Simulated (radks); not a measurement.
**The series with 58 electrons, Ce to Pt²⁰⁺**

The task here is to estimate one member of a computed series from the others.

The numbers are computed with radks (a radial shooting solver on a logarithmic mesh, Libxc functionals) version 1 (scalar-relativistic Kohn-Sham, PBE, spin-unpolarised, spherical densities, point nucleus), except any that are marked as measured or tabulated.

**The system**

- electrons: 58
- ions: Ce, Nd²⁺, Sm⁴⁺, Gd⁶⁺, Dy⁸⁺, Er¹⁰⁺, Yb¹²⁺, Hf¹⁴⁺, W¹⁶⁺, Os¹⁸⁺, Pt²⁰⁺
- configuration: NIST ground configuration of each

The first run:

Settings of this run:

```text
Z 58
configuration [Xe] 4f1 5d1 6s2
relativity scalar-relativistic
functional pbe,pbe
spin unpolarised
nucleus point
c 137.035999084
```

Steps of the session up to this table: Ce, [Xe] 4f1 5d1 6s2; Nd²⁺, [Xe] 4f4; Sm⁴⁺, [Xe] 4f4; Gd⁶⁺, [Kr] 4d10 4f6 5s2 5p4; Dy⁸⁺, [Kr] 4d10 4f8 5s2 5p2; Er¹⁰⁺, [Kr] 4d10 4f10 5s2; Yb¹²⁺, [Kr] 4d10 4f10 5s2; Hf¹⁴⁺, [Kr] 4d10 4f11 5s1; W¹⁶⁺, [Kr] 4d10 4f11 5s1; Os¹⁸⁺, [Kr] 4d10 4f12; Pt²⁰⁺, [Kr] 4d10 4f12.

One of the session's tables, all rows but one given; the rest of the session is left out.

| ion | E (hartree) | ε(4p) (eV) | ε(4d) (eV) | ε(5s, empty in some) (eV) | ε(5p, empty in some) (eV) |
| --- | --- | --- | --- | --- | --- |
| Ce | -8860.4565 | -211.06 | -110.48 | -40.590 | -23.225 |
| Nd²⁺ | -9623.3749 | -238.78 | -129.50 | -53.430 | -34.982 |
| Sm⁴⁺ | ? | ? | ? | ? | ? |
| Gd⁶⁺ | -11262.0915 | -357.04 | -227.95 | -122.19 | -96.862 |
| Dy⁸⁺ | -12139.2818 | -418.96 | -279.68 | -161.16 | -132.42 |
| Er¹⁰⁺ | -13056.5811 | -485.83 | -335.89 | -203.83 | -171.40 |
| Yb¹²⁺ | -14014.2857 | -576.66 | -414.62 | -258.10 | -220.58 |
| Hf¹⁴⁺ | -15011.7172 | -666.79 | -492.50 | -314.38 | -271.86 |
| W¹⁶⁺ | -16051.1328 | -773.71 | -586.11 | -379.34 | -330.88 |
| Os¹⁸⁺ | -17132.6195 | -877.60 | -676.53 | -445.39 | -391.05 |
| Pt²⁰⁺ | -18256.9400 | -1000.0 | -784.36 | -520.99 | -459.69 |

Estimate the missing values for Sm⁴⁺.

As computed: E (hartree): -10424.1675; ε(4p) (eV): -300.14; ε(4d) (eV): -180.80; ε(5s, empty in some) (eV): -87.098; ε(5p, empty in some) (eV): -64.914. In the column «E (hartree)» it lies between Gd⁶⁺ (-11262.0915) and Nd²⁺ (-9623.3749).

In words: From Ce to Pt²⁰⁺ the 4f level deepens by a factor 101 and shrinks by a factor 2.37. 4f drops below 5s between W¹⁶⁺ and Os¹⁸⁺. 4f drops below 5p between Er¹⁰⁺ and Yb¹²⁺. With rising charge the levels order more and more by their principal quantum number, as in hydrogen.
